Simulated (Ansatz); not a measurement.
**C2H4Br2 (SMILES BrCCBr): HF/3-21G**

What is the energy change on altering one bond length of C2H4Br2 at HF/3-21G? 

The results are computed with Ansatz 0.2.0.

16 further runs of the same task are left out: 16 set aside as unsound or not needed.

### 1 The molecule

C2H4Br2 has 8 atoms, charge 0, and is taken as a singlet. SMILES: `BrCCBr`. The coordinates come from a PBE0-D4/def2-TZVP relaxation. This is one conformer, not always the lowest.

Bond lengths: Br1–C2 1.948 Å, C2–C3 1.500 Å, C3–Br4 1.948 Å, C2–H5 1.087 Å, C2–H6 1.087 Å, C3–H7 1.087 Å, C3–H8 1.087 Å. Some angles: Br1–C2–C3 109.0°, C2–C3–Br4 109.0°, Br1–C2–H5 106.6°, Br1–C2–H6 106.6°, C3–C2–H5 112.2°, C3–C2–H6 112.2°, C2–C3–H7 112.2°, C2–C3–H8 112.2°, Br4–C3–H7 106.6°, Br4–C3–H8 106.6°.

### 2 The energy at HF/3-21G

in.yaml

```yaml
basis:
  gaussian: {orbitals: 3-21G-spherical.json}
crystal:
  periodic: [false, false, false]
  atoms:
    - symbol: Br
      position_ang: [2.101900, 0.871290, -0.358980]
    - symbol: C
      position_ang: [0.653840, -0.363310, 0.056210]
    - symbol: C
      position_ang: [-0.653840, 0.363310, -0.056200]
    - symbol: Br
      position_ang: [-2.101900, -0.871280, 0.358970]
    - symbol: H
      position_ang: [0.836220, -0.727360, 1.064110]
    - symbol: H
      position_ang: [0.731230, -1.182180, -0.654520]
    - symbol: H
      position_ang: [-0.731230, 1.182180, 0.654520]
    - symbol: H
      position_ang: [-0.836210, 0.727370, -1.064110]
hamiltonian: {xc: hf}
accuracy: high
output: {orbitals: {seedname: orbitals}}
```

The basis set 3-21G is read from a file made from the Basis Set Exchange's data (not shown).

Command:

```
$ ansatz run in.yaml --threads 1 --pin off --max-ram 2610MiB --events-out events.jsonl --progress --plain --runs-dir runs
```

Standard output:

```text
Warning: RAYON_NUM_THREADS=1 ignored (pool sized by the plan → 1); use --threads N
Functional definition: HF
  name "HF"
  exchange = exact_x
  correlation = 0
1316 factors; integrals over basis functions are off by at most 9.1e-9 eV
mean field evaluation 1: about -141436.3303 eV, gradient 1.6e1 eV
mean field evaluation 2: about -141436.6920 eV, gradient 1.6e1 eV
mean field evaluation 4: about -141437.5659 eV, gradient 1.9e0 eV
mean field evaluation 8: about -141437.5809 eV, gradient 3.1e-4 eV
mean field -141437.58094014 eV, -5197.7352297146 hartree, gradient 2.2e-8 eV, S^2 0.000000; 0 other end points of the search recorded, 0 dependent functions left out
reference -141437.58094014 eV, -5197.7352297146 hartree; 43, 43 occupied and 27, 27 virtual orbitals, 1316 factors
Total energy: -141437.58094014 eV, -5197.7352297146 hartree
```

It took 1.7 s on 1 thread of Arm Neoverse V1, shared host; peak memory 0.19 GiB.

### 3 The distorted shape

run.yaml

```yaml
crystal:
  periodic: [false, false, false]
  atoms:
    - {symbol: Br, position_ang: [2.140598, 0.461827, -0.714364]}
    - {symbol: C, position_ang: [0.692538, -0.772773, -0.299174]}
    - {symbol: C, position_ang: [-0.615142, -0.046153, -0.411584]}
    - {symbol: Br, position_ang: [-2.063202, -1.280743, 0.003586]}
    - {symbol: H, position_ang: [0.874918, -1.136823, 0.708726]}
    - {symbol: H, position_ang: [0.769928, -1.591643, -1.009904]}
    - {symbol: H, position_ang: [-0.731230, 1.182180, 0.654520]}
    - {symbol: H, position_ang: [-0.797512, 0.317907, -1.419494]}
basis:
  gaussian: {orbitals: 3-21G-spherical.json}
output: {orbitals: {seedname: orbitals}}
accuracy: high
hamiltonian: {xc: hf}
```

The basis set 3-21G is read from a file made from the Basis Set Exchange's data (not shown).

Command:

```
$ ansatz run run.yaml --threads 1 --pin off --max-ram 2610MiB --events-out events.jsonl --progress --plain --runs-dir runs
```

Standard output:

```text
Warning: RAYON_NUM_THREADS=1 ignored (pool sized by the plan → 1); use --threads N
Functional definition: HF
  name "HF"
  exchange = exact_x
  correlation = 0
1319 factors; integrals over basis functions are off by at most 1.1e-8 eV
mean field evaluation 1: about -141433.7235 eV, gradient 1.7e1 eV
mean field evaluation 2: about -141434.1079 eV, gradient 1.7e1 eV
mean field evaluation 4: about -141435.1537 eV, gradient 2.2e0 eV
mean field evaluation 8: about -141435.1779 eV, gradient 1.1e-1 eV
mean field evaluation 16: about -141435.1780 eV, gradient 2.2e-8 eV
mean field -141435.17796010 eV, -5197.6469218267 hartree, gradient 2.2e-8 eV, S^2 0.000000; 0 other end points of the search recorded, 0 dependent functions left out
reference -141435.17796010 eV, -5197.6469218267 hartree; 43, 43 occupied and 27, 27 virtual orbitals, 1319 factors
Total energy: -141435.17796010 eV, -5197.6469218267 hartree
```

It took 1.8 s on 1 thread of Arm Neoverse V1, shared host; peak memory 0.19 GiB.

### 4 Results

Level: HF/3-21G.

```
                                                         quantity           value
                                        first shape: total energy  -5197.73523 Eh
                                         first shape: HOMO energy       -10.76 eV
                                         first shape: LUMO energy         3.85 eV
                                       first shape: HOMO–LUMO gap        14.61 eV
                                    distorted shape: total energy  -5197.64692 Eh
                                     distorted shape: HOMO energy       -10.52 eV
                                     distorted shape: LUMO energy         3.39 eV
                                   distorted shape: HOMO–LUMO gap        13.91 eV
energy change with the C3–H7 bond stretched from 1.087 to 1.631 Å        2.403 eV
```

With the C3–H7 bond stretched from 1.087 to 1.631 Å the energy rises by 2.40 eV (232 kJ/mol). The first shape isn't relaxed at this level, so the change isn't measured from a minimum.
